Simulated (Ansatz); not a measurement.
MgCd₃, space group Pm-3m, a relaxation of the ions

Computed with Ansatz 0.2.0, Python API.

The cells in order, each with its output:

**Cell 1**
```python
from dataclasses import dataclass

import ansatz as az
import matplotlib.pyplot as plt
import numpy as np
```

**Cell 2**
```python
@dataclass(frozen=True)
class Settings:
    xc: str = "pbesol"
    occupations: str = "methfessel_paxton"
    smearing_width: float = 0.1
```

**Cell 3**
```python
settings = Settings()
```

**Cell 4**
```python
lattice = az.Lattice.of(
    [4.394982, 0.0, 0.0],
    [0.0, 4.394982, 0.0],
    [0.0, 0.0, 4.394982],
)
sites = [
    ("Mg", [0.0, 0.0, 0.0]),
    ("Cd", [0.5, 0.5, 0.0]),
    ("Cd", [0.5, 0.0, 0.5]),
    ("Cd", [0.0, 0.5, 0.5]),
]
cell = az.Crystal(lattice=lattice)
for symbol, position in sites:
    cell = cell.atom(symbol, position)
# a displaced start
```

**Cell 5**
```python
base = (
    cell.move(1, to=[0.506826, 0.493174, 0.006826]).fix(2).calculation()
    .functional(settings.xc)
    .occupations(settings.occupations, width=settings.smearing_width)
    .pseudopotentials("paw")
    .kpoints(4)
    .relax()  # relax until the tolerances are met
)
steps = []
```

**Cell 6**
```python
def collect(event):
    if event["event"] == "relax_step":
        steps.append(event["data"])
```

**Cell 7**
```python
outcome = base.session().plan().execute(on_event=collect)
r = outcome.report
```
Output:
```text
DeckWarning: basis.ecutwfc = 420 eV, auto-derived from the records' recommended cutoffs: set by Mg (normal level)
DeckWarning: crystal.symmetry: narrowed to the stabiliser of the relax constraints — unitary ops 2 → 1; lowered at sites 2, 3 (the operations that carried what is held of a site onto what its image [...]
```

**Cell 8**
```python
r["published_state_doubts"]
```
Output:
```text
[]
```

**Cell 9**
```python
print("step   energy (eV)     max comp. (eV/A)  SCF")
for s in steps:
    print(f"{s['step']:4d} {s['lagrangian_ev']:15.5f} {s['allowed_force_max_ev_ang']:12.4f} {s['n_scf']:5d}")
```
Output:
```text
step   energy (eV)     max comp. (eV/A)  SCF
   1    -26464.58082       0.0846     5
   2    -26464.58418       0.0189     4
   3    -26464.58442       0.0012     4
```

**Cell 10**
```python
first, last = steps[0], steps[-1]
symbols = [site.symbol for site in outcome.lattice.sites]
print(f"energy gained {first['lagrangian_ev'] - last['lagrangian_ev']:.4f} eV in {len(steps) - 1} steps")
```
Output:
```text
energy gained 0.0036 eV in 2 steps
```

**Cell 11**
```python
fig, (top, bottom) = plt.subplots(2, 1, sharex=True, figsize=(4.5, 4))
top.plot([s["lagrangian_ev"] - last["lagrangian_ev"] for s in steps], "o-")
top.set_ylabel("E - E(final) (eV)")
bottom.semilogy([max(s["allowed_force_max_ev_ang"], 1e-6) for s in steps], "s-")
bottom.set(xlabel="step", ylabel="largest force (eV/A)")
fig.tight_layout()
fig.savefig("relax.png", dpi=100)

print("atom   start x y z (A)              end x y z (A)")
for symbol, a, b in zip(symbols, first["positions_ang"], last["positions_ang"]):
    print(f"{symbol:3s}", " ".join(f"{v:8.4f}" for v in a), "  ", " ".join(f"{v:8.4f}" for v in b))
```
Output:
```text
atom   start x y z (A)              end x y z (A)
Mg    0.0000   0.0000   0.0000      0.0011   0.0000  -0.0001
Cd    2.2275   2.1675   0.0300      2.1993   2.1972  -0.0000
Cd    2.1975   0.0000   2.1975      2.1975   0.0000   2.1975
Cd    0.0000   2.1975   2.1975      0.0011   2.1978   2.1974
```

**Cell 12**
```python
print("relaxed fractional positions")
for site in outcome.lattice.sites:
    print(f"  {site.symbol:2s}", " ".join(f"{v % 1:8.5f}" for v in np.round(site.position_frac, 5)))
```
Output:
```text
relaxed fractional positions
  Mg  0.00025  0.00000  0.99997
  Cd  0.50041  0.49994  0.99999
  Cd  0.50000  0.00000  0.50000
  Cd  0.00024  0.50008  0.49998
```

**Cell 13**
```python
moved = np.linalg.norm(np.array(last["positions_ang"]) - np.array(first["positions_ang"]), axis=1)
print("displacement by atom (A):", " ".join(f"{s}:{d:.3f}" for s, d in zip(symbols, moved)))
```
Output:
```text
displacement by atom (A): Mg:0.001 Cd:0.051 Cd:0.000 Cd:0.001
```

**Cell 14**
```python
print(f"free energy      {r['free_energy_ev']:.5f} eV")
print(f"per atom         {r['free_energy_ev'] / len(outcome.lattice.sites):.5f} eV")
print(f"SCF iterations   {r['n_iterations']}  (converged: {r['converged']})")
```
Output:
```text
free energy      -26464.58442 eV
per atom         -6616.14610 eV
SCF iterations   4  (converged: True)
```

Reading the output:
- Absolute energies stand on the zero of these potentials, so only differences at equal settings mean something.
- The mesh is modest for a metal, so energies can be off by several to tens of meV an atom and pressures by half a GPa or more; differences at equal mesh fare better.
- Energies along a relaxation are free energies. A last row that repeats the one before re-solves the same geometry more tightly.
- The structure comes from a database of computed cells and needn't be a stable or known phase.
- Warnings are shown shortened and without file and line.
- Timing: 17 s on 1 thread of Arm Neoverse V2, on a shared host, peak memory 0.46 GiB.

(A comment or docstring line of the script was reworded after the run, the code is as it ran; lines on the test bed's own set-up are left out of the output.)
